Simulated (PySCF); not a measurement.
# C2H8SSn (SMILES C[S][SnH2][CH3]) at 6 levels

Aim: a comparison of 6 runs (HF/STO-3G, HF/def2-SVP, HF/def2-TZVP, B2PLYP/3-21G, wB97X/def2-SVP, PBE/def2-TZVP) of C2H8SSn. 

The results are computed with PySCF 2.14.0.

### 1 The structure to begin with

C2H8SSn has 12 atoms, charge 0, and is taken as a singlet. As SMILES, `C[S][SnH2][CH3]`. The shape is that of a PBE0-D4/def2-TZVP optimisation. This is one conformer, not always the lowest.

Bond lengths: C1–S2 1.817 Å, S2–Sn3 2.401 Å, Sn3–C4 2.139 Å, C1–H5 1.090 Å, C1–H6 1.091 Å, C1–H7 1.090 Å, Sn3–H8 1.714 Å, Sn3–H9 1.707 Å, C4–H10 1.090 Å, C4–H11 1.090 Å, C4–H12 1.091 Å. Some angles: C1–S2–Sn3 99.5°, S2–Sn3–C4 109.4°, S2–C1–H5 111.7°, S2–C1–H6 111.5°, S2–C1–H7 106.7°, S2–Sn3–H8 107.9°, S2–Sn3–H9 105.9°, C4–Sn3–H8 110.1°, C4–Sn3–H9 112.0°, Sn3–C4–H10 109.5°.

### 2 Energy and forces at HF/STO-3G (run 1)

Input file input.py:

```python
# C[S][SnH2][CH3]
from pyscf import gto

mol = gto.M(
    atom='''
C       -1.349300       1.636400      -0.433400
S        0.068400       1.844300       0.683800
Sn       0.540800      -0.460700       1.160400
C        1.135100      -1.450200      -0.640200
H       -1.068700       1.115000      -1.349000
H       -2.170100       1.109900       0.055000
H       -1.689400       2.637800      -0.697800
H       -0.887900      -1.174600       1.782200
H        1.785700      -0.452400       2.327600
H        2.007400      -0.949100      -1.058900
H        0.322100      -1.420400      -1.365600
H        1.382900      -2.491400      -0.430000
''',
    verbose=3,
    basis='sto-3g',
    spin=0,
    max_memory=1860,
)

mf = mol.RHF()
mf.conv_tol = 1e-10
mf.kernel()
if not mf.converged:
    mf = mf.newton().run(mf.mo_coeff, mf.mo_occ)

e_final = mf.e_tot
print('Final energy', e_final)
grad = mf.nuc_grad_method().kernel()
dip = mf.dip_moment()
pop, q = mf.mulliken_pop()
```

On the command line:

```
$ OMP_NUM_THREADS=1 python input.py
```

The log of the run:

```text
converged SCF energy = -6435.99752378065
Final energy -6435.997523780651
[... 8 lines left out ...]
Dipole moment(X, Y, Z, Debye): -0.16843, -1.24870, -0.06534
[... 67 lines left out ...]
charge of   11H =      0.04543
```

Run time: 4.8 s. Hardware: 1 thread of Arm Neoverse V2, shared host; peak memory 0.12 GiB.

### 3 Energy and gradient at HF/def2-SVP (core potential) (run 2)

Input file calc.py:

```python
import pyscf.grad
from pyscf import gto, scf

mol = gto.M(
    atom=[
    ('C', (-1.349300, 1.636400, -0.433400)),
    ('S', (0.068400, 1.844300, 0.683800)),
    ('Sn', (0.540800, -0.460700, 1.160400)),
    ('C', (1.135100, -1.450200, -0.640200)),
    ('H', (-1.068700, 1.115000, -1.349000)),
    ('H', (-2.170100, 1.109900, 0.055000)),
    ('H', (-1.689400, 2.637800, -0.697800)),
    ('H', (-0.887900, -1.174600, 1.782200)),
    ('H', (1.785700, -0.452400, 2.327600)),
    ('H', (2.007400, -0.949100, -1.058900)),
    ('H', (0.322100, -1.420400, -1.365600)),
    ('H', (1.382900, -2.491400, -0.430000)),
],
    max_memory=1860,
    basis='def2-svp',
    verbose=4,
    ecp={'Sn': 'def2-svp'},
)

mf = scf.RHF(mol)
mf.conv_tol = 1e-10
mf.kernel()
if not mf.converged:
    mf = mf.newton().run(mf.mo_coeff, mf.mo_occ)

e_final = mf.e_tot
print('E = %.10f Eh' % e_final)
grad = mf.Gradients().kernel()
dip = mf.dip_moment()
pop, q = mf.mulliken_pop()
```

On the command line:

```
$ OMP_NUM_THREADS=1 python calc.py
```

The log of the run:

```text
PySCF version 2.14.0

[... 70 lines left out ...]
converged SCF energy = -691.085614415301
[... 12 lines left out ...]
Dipole moment(X, Y, Z, Debye): -0.54016, -1.82730, -1.13728
[... 125 lines left out ...]
charge of   11H =      0.06567
```

Run time: 12 s. Hardware: 1 thread of Arm Neoverse V2, shared host; peak memory 0.27 GiB.

Run 3 isn't shown in full; the table further down has it.

### 4 A single-point energy at B2PLYP/3-21G (run 4)

Input file run.py:

```python
# C[S][SnH2][CH3]
from pyscf import gto, dft, mp

molecule = gto.Mole()
molecule.atom = '''
C   -1.349300   1.636400  -0.433400
S    0.068400   1.844300   0.683800
Sn   0.540800  -0.460700   1.160400
C    1.135100  -1.450200  -0.640200
H   -1.068700   1.115000  -1.349000
H   -2.170100   1.109900   0.055000
H   -1.689400   2.637800  -0.697800
H   -0.887900  -1.174600   1.782200
H    1.785700  -0.452400   2.327600
H    2.007400  -0.949100  -1.058900
H    0.322100  -1.420400  -1.365600
H    1.382900  -2.491400  -0.430000
'''
molecule.verbose = 4
molecule.max_memory = 1860
molecule.basis = '3-21g'
molecule.build()

ks = dft.RKS(molecule)
ks.xc = '0.53*HF + 0.47*B88, 0.73*LYP'
ks.grids.level = 5
ks.conv_tol = 1e-10
ks.kernel()
if not ks.converged:
    ks = ks.newton().run(ks.mo_coeff, ks.mo_occ)

pt = mp.MP2(ks, frozen=25).run()
energy = ks.e_tot + 0.27 * pt.e_corr
print('PT2 part  %.8f' % (0.27 * pt.e_corr))
print('Final energy', energy)
dip = ks.dip_moment()
pop, q = ks.mulliken_pop()
```

On the command line:

```
$ OMP_NUM_THREADS=1 python run.py
```

The log of the run:

```text
PySCF version 2.14.0

[... 82 lines left out ...]
converged SCF energy = -6474.55420819013
[... 9 lines left out ...]
Final energy -6474.652695618324
Dipole moment(X, Y, Z, Debye): -0.55747, -2.46309, -1.12131
[... 91 lines left out ...]
charge of   11H =      0.21900
```

It took 24 s on 1 thread of Arm Neoverse V2, shared host; peak memory 0.44 GiB.

Run 5 isn't shown in full; the table further down has it.

### 5 Energy and gradient at PBE/def2-TZVP (core potential) (run 6)

Edit calc.py of step 3 so:

```diff
@@ -1,5 +1,4 @@
-import pyscf.grad
-from pyscf import gto, scf
+from pyscf import gto, dft
 
-mol = gto.M(
+system = gto.M(
     atom=[
@@ -19,8 +18,10 @@
     max_memory=1860,
-    basis='def2-svp',
-    verbose=4,
     ecp={'Sn': 'def2-svp'},
+    verbose=3,
+    spin=0,
+    basis='def2-tzvp',
 )
 
-mf = scf.RHF(mol)
+mf = dft.RKS(system, xc='pbe')
+mf.grids.level = 5
 mf.conv_tol = 1e-10
@@ -30,5 +31,5 @@
 
-e_final = mf.e_tot
-print('E = %.10f Eh' % e_final)
-grad = mf.Gradients().kernel()
+energy = mf.e_tot
+print('E(%s) = %.9f' % ('PBE', energy))
+grad = mf.nuc_grad_method().kernel()
 dip = mf.dip_moment()
```

On the command line:

```
$ OMP_NUM_THREADS=1 python calc.py
```

The log of the run:

```text
converged SCF energy = -693.268626999095
[... 9 lines left out ...]
Dipole moment(X, Y, Z, Debye): -0.51627, -1.48178, -1.20867
[... 210 lines left out ...]
charge of   11H =      0.14219
```

Run time: 2.8 min. Hardware: 1 thread of Arm Neoverse V2, shared host; peak memory 3.1 GiB.

### 6 Overview of the runs

```
run                            level  core potential      task   energy (Eh)  dipole moment (D)  HOMO energy (eV)  LUMO energy (eV)  wall time
  1                        HF/STO-3G               –  gradient  -6435.997524               1.26             -6.43              9.75      4.8 s
  2     HF/def2-SVP (core potential)        def2-svp  gradient   -691.085614               2.22             -9.27              3.38       12 s
  3    HF/def2-TZVP (core potential)        def2-svp  gradient   -691.323133               2.17             -9.32              2.56       72 s
  4                     B2PLYP/3-21G               –    energy  -6474.652696               2.76             -7.54              1.30       24 s
  5  wB97X/def2-SVP (core potential)        def2-svp  gradient   -693.348551               2.13             -8.78              2.26       79 s
  6   PBE/def2-TZVP (core potential)        def2-svp  gradient   -693.268627               1.98             -5.37             -0.93    2.8 min
```

### 7 Outcome

```
                       quantity          value
            run 6: total energy  -693.26863 Eh
           run 6: dipole moment         1.98 D
             run 6: HOMO energy       -5.37 eV
             run 6: LUMO energy       -0.93 eV
           run 6: HOMO–LUMO gap        4.44 eV
run 6: largest force on an atom     0.406 eV/Å
```

**Reading.** The dipole moment (its size) runs from 1.26 D (HF/STO-3G) to 2.76 D (B2PLYP/3-21G). The two ends differ in method and basis. A double hybrid's value is that of its SCF part. The HOMO–LUMO gap runs from 4.44 eV (PBE/def2-TZVP) to 16.18 eV (HF/STO-3G). The two ends differ in method and basis and core potential. Totals of different functionals can't be ranked against each other. Some runs of one species differ in core potentials or relativity; totals across that change don't compare. In run 1 the basis is minimal, so the values are rough. In runs 1, 4 relativity is left out where basis or elements ask for it. All runs together took 6 min, the longest 2.8 min.
